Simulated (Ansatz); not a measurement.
# Ir: the cost of one run

Computed with Ansatz 0.2.0 (DFT PBE, scalar-relativistic, plane waves, PAW, unless a step's input says otherwise).

**1. Starting point**

It takes space group P4/nmm (No. 129, tetragonal). The conventional cell has a = 2.715 Å, b = 2.715 Å, c = 29.598 Å, α = 90.00°, β = 90.00°, γ = 90.00°. Ir (site symmetry 4mm) has 8 Ir at 2.71 Å as nearest neighbours. Ir (site symmetry 4mm) has 12 Ir at 2.71 Å as nearest neighbours.

Coordinates:

```cif
data_structure
_symmetry_space_group_name_H-M 'P 1'
_symmetry_Int_Tables_number 1
_cell_length_a 2.7149
_cell_length_b 2.7149
_cell_length_c 29.5985
_cell_angle_alpha 90.000
_cell_angle_beta 90.000
_cell_angle_gamma 90.000
_cell_volume 218.16
loop_
_atom_site_label
_atom_site_type_symbol
_atom_site_fract_x
_atom_site_fract_y
_atom_site_fract_z
_atom_site_occupancy
Ir1 Ir 0.50000 0.50000 0.33785 1
Ir2 Ir 0.00000 0.00000 0.40271 1
Ir3 Ir 0.50000 0.50000 0.46757 1
Ir4 Ir 0.00000 0.00000 0.53243 1
Ir5 Ir 0.50000 0.50000 0.59729 1
Ir6 Ir 0.00000 0.00000 0.66215 1
```

Slab cut from the bulk at the bulk's listed lattice constants, lower half held.

**2. Relaxing the atoms**

input.yaml

```yaml
crystal:
  lattice:
    - [2.71486578, 0.0, 0.0]
    - [0.0, 2.71486578, 0.0]
    - [0.0, 0.0, 29.598499978]
  atoms:
    - { symbol: Ir, position: [0.5, 0.5, 0.3378549591] }
    - { symbol: Ir, position: [0.0, 0.0, 0.4027129773] }
    - { symbol: Ir, position: [0.5, 0.5, 0.4675709956] }
    - { symbol: Ir, position: [0.0, 0.0, 0.5324290044] }
    - { symbol: Ir, position: [0.5, 0.5, 0.5972870227] }
    - { symbol: Ir, position: [0.0, 0.0, 0.6621450409] }
basis:
  ecutwfc: 420.0
  fft_grid_basis: typed
kpoints:
  mp_grid: { grid: [9, 9, 1] }
hamiltonian:
  xc: pbe
scf:
  occupations: { method: gaussian, width: 0.1 }
output:
  forces: true
  eigenvalues: true
efield:
  axis: 3
  dipole_correction: true
  ramp_width: 0.04
relax:
  adjacent_minimum: "off"
  f_tol: 0.04
  max_steps: 40
  constraints: [{ sites: [0, 1, 2] }]
```

Started as:

```bash
> ansatz run input.yaml --threads 1 --pin off --max-ram 2211MiB --backend cpu --events-out ev --progress --plain --runs-dir out
```

What time and memory should one allow on 1 thread of AMD EPYC 7R43 (Zen 3), shared host?

About 2 min, with a peak of 0.53 GiB.
